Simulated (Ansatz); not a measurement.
# CH6CuN: an energy map over bond length C1–H5 and angle H4–C1–H5

A grid of calculations on CH6CuN, SMILES [CH3][Cu-][NH3+], to see where the energy is lowest and how it rises around there.

Computed with Ansatz 0.2.0. Level: RKS PBE-D4/def2-SVP.

## Step 1: Where the work starts

SMILES `[CH3][Cu-][NH3+]`, 9 atoms, charge 0, spin multiplicity 1.

Atoms are counted from 1 here; the program's logs count them from 0.

Bond lengths: C1–Cu2 1.896 Å, C1–H4 1.113 Å, C1–H5 1.113 Å, C1–H6 1.113 Å, Cu2–N3 1.974 Å, N3–H7 1.032 Å, N3–H8 1.032 Å, N3–H9 1.032 Å. Angles: Cu2–C1–H4 112.0°, Cu2–C1–H5 111.3°, Cu2–C1–H6 111.8°, H4–C1–H5 107.1°, H4–C1–H6 107.2°, H5–C1–H6 107.1°, C1–Cu2–N3 179.3°, Cu2–N3–H7 111.8°, Cu2–N3–H8 112.7°, Cu2–N3–H9 112.4°, H7–N3–H8 106.5°, H7–N3–H9 106.5°, H8–N3–H9 106.5°.

Geometry (Å):

```
C    -0.8959    1.3324   -1.0470
Cu   -0.0169    0.0092   -0.0125
N     0.9211   -1.3599    1.0571
H    -1.7573    0.9135   -1.6136
H    -0.2051    1.7894   -1.7907
H    -1.2893    2.1590   -0.4137
H     1.9009   -1.4760    0.7550
H     0.4808   -2.2904    0.9873
H     0.9502   -1.1234    2.0610
```

This geometry comes from a loose relaxation at PBE in a small basis, which is not shown.

## Step 3: The grid

The axes are (1) bond length C1–H5: 7 values from 0.935 to 1.447 Å; (2) angle H4–C1–H5: 7 values from 62.2 to 152.2 °.

Nothing else is relaxed (all other coordinates rigid). Energies count from the relaxed molecule at the same level.

(The set-up runs are not shown.)

## Step 4: Grid point bond length C1–H5 = 1.105 Å, angle H4–C1–H5 = 62.2°

input.yaml

```yaml
crystal:
  periodic: [false, false, false]
  atoms:
    - { symbol: C, position_ang: [-0.89352, 1.332939, -1.047648] }
    - { symbol: Cu, position_ang: [-0.003824, 0.014726, -0.017464] }
    - { symbol: "N", position_ang: [0.923567, -1.358717, 1.055972] }
    - { symbol: H, position_ang: [-1.187087, 1.279357, -2.119772] }
    - { symbol: H, position_ang: [-0.217663, 1.793535, -1.790677] }
    - { symbol: H, position_ang: [-1.290154, 2.153587, -0.409108] }
    - { symbol: H, position_ang: [1.904173, -1.486287, 0.762396] }
    - { symbol: H, position_ang: [0.471156, -2.282768, 0.981882] }
    - { symbol: H, position_ang: [0.944932, -1.120606, 2.059415] }
basis:
  gaussian: { orbitals: def2-SVP }
hamiltonian:
  xc: pbe
  dispersion: d4
output:
  forces: true
```

Command:

```console
ansatz run input.yaml --threads 1 --pin off --max-ram 2560MiB --backend cpu --events-out ev --progress --plain --runs-dir out
```

The session goes on with these runs: all other points of the grid.

What does the calculation give? Wanted: lowest point; highest computed point; dipole moment.

The runs gave:

| quantity | value |
| --- | --- |
| lowest point | bond length C1–H5 = 1.105 Å, angle H4–C1–H5 = 107.2°, 0.0010 eV |
| highest computed point | bond length C1–H5 = 0.935 Å, angle H4–C1–H5 = 62.2°, 2.34 eV above the lowest |
| dipole moment (D) | 6.19 at bond length C1–H5 = 0.935 Å, angle H4–C1–H5 = 137.2° to 6.78 at bond length C1–H5 = 1.447 Å, angle H4–C1–H5 = 77.2°; 6.34 at the lowest point |
| time for the whole task | 16 min on 1 thread, shared host |

What this shows: The lowest computed point is at bond length C1–H5 = 1.105 Å, angle H4–C1–H5 = 107.2°, 0.0010 eV from the relaxed molecule at the same level. The grid is coarse, so the true minimum lies between grid points and may sit elsewhere than the lowest one. It is the only kind of minimum in the scanned range. The highest computed point, bond length C1–H5 = 0.935 Å, angle H4–C1–H5 = 62.2°, lies 2.34 eV above the lowest. Round the minimum the two coordinates are nearly uncoupled.
